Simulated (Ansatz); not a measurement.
Run this with Ansatz's Python interface and show what comes out.

`adiabatic_inp.py`:
```python
# -*- coding: utf-8 -*-
"""Vertical and adiabatic ionisation of InP."""

import itertools

import ansatz as az
from ase.data import atomic_numbers, covalent_radii
import numpy as np


def main():
    geometry_ang = [
        ("In", (0.0, 0.0, 0.0)),
        ("P", (0.0, 0.0, 2.455)),
    ]
    inp = az.Crystal.molecule()
    for symbol, xyz in geometry_ang:
        inp = inp.atom(symbol, xyz)

    base = inp.calculation()
    base = base.basis(gaussian="def2-TZVP").functional("b3lyp", dispersion="d4")
    base = base.spin("collinear", total=2)
    symbols = [site.symbol for site in inp.cartesian_sites]
    start = np.array([site.position_ang for site in inp.cartesian_sites], dtype=float)
    summary = base.relax(force_tolerance=0.01).run(threads=1, backend="cpu").report
    end = np.array(summary["positions_ang"])

    minimum = az.Crystal.molecule()
    for symbol, place in zip(symbols, end):
        minimum = minimum.atom(symbol, place.tolist())
    ion = (
        minimum.calculation()
        .basis(gaussian="def2-TZVP")
        .functional("b3lyp", dispersion="d4")
        .charge(1)
        .spin("collinear", total=1)
    )
    vertical = ion.run(threads=1, backend="cpu").report
    settled = ion.relax(force_tolerance=0.01, max_steps=80).run(threads=1, backend="cpu").report
    print(f"vertical ionisation energy   {vertical['free_energy_ev'] - summary['free_energy_ev']:.3f} eV")
    print(f"adiabatic, no zero point     {settled['free_energy_ev'] - summary['free_energy_ev']:.3f} eV")
    print(f"relaxation energy of the ion {vertical['free_energy_ev'] - settled['free_energy_ev']:.3f} eV")
    ionised = np.array(settled["positions_ang"])
    # pairs closer than 1.2 times the sum of covalent radii, before or after
    radius = [covalent_radii[atomic_numbers[s]] for s in symbols]
    span = lambda where, i, j: np.linalg.norm(where[i] - where[j])
    bonded = [(i, j) for i, j in itertools.combinations(range(len(symbols)), 2) if min(span(end, i, j), span(ionised, i, j)) < 1.2 * (radius[i] + radius[j])]
    print("pair        before    after (A)")
    for i, j in bonded:
        print(f"{symbols[i]}{i}-{symbols[j]}{j}".ljust(10), f"{span(end, i, j):8.4f} {span(ionised, i, j):8.4f}")


if __name__ == "__main__":
    main()
```

`python adiabatic_inp.py` gives:
```text
vertical ionisation energy   7.704 eV
adiabatic, no zero point     7.674 eV
relaxation energy of the ion 0.029 eV
pair        before    after (A)
In0-P1       2.6749   2.8496
```

The energies are electronic: no zero-point or thermal terms, and the basis set is short of its limit. The product may relax into another structure. The relaxation finds the nearest minimum, so the adiabatic value is an upper bound. def2 sets replace the cores of elements past krypton by effective core potentials. The species is open-shell (spin multiplicity 3). The expectation value of S² is noticeably off S(S+1) in at least one run, so that state is spin-contaminated. b3lyp holds the VWN-RPA fit, as in Gaussian; the form of ORCA and Turbomole is b3lyp5. Only the spin states typed were run; another state of an ion can lie lower, by up to an eV or two. The spin state was assumed, and another may lie lower. It ran for 75 s on 1 thread of Intel(R) Xeon(R) 6975P-C (Granite Rapids), with other jobs on the host, peak memory 0.34 GiB.
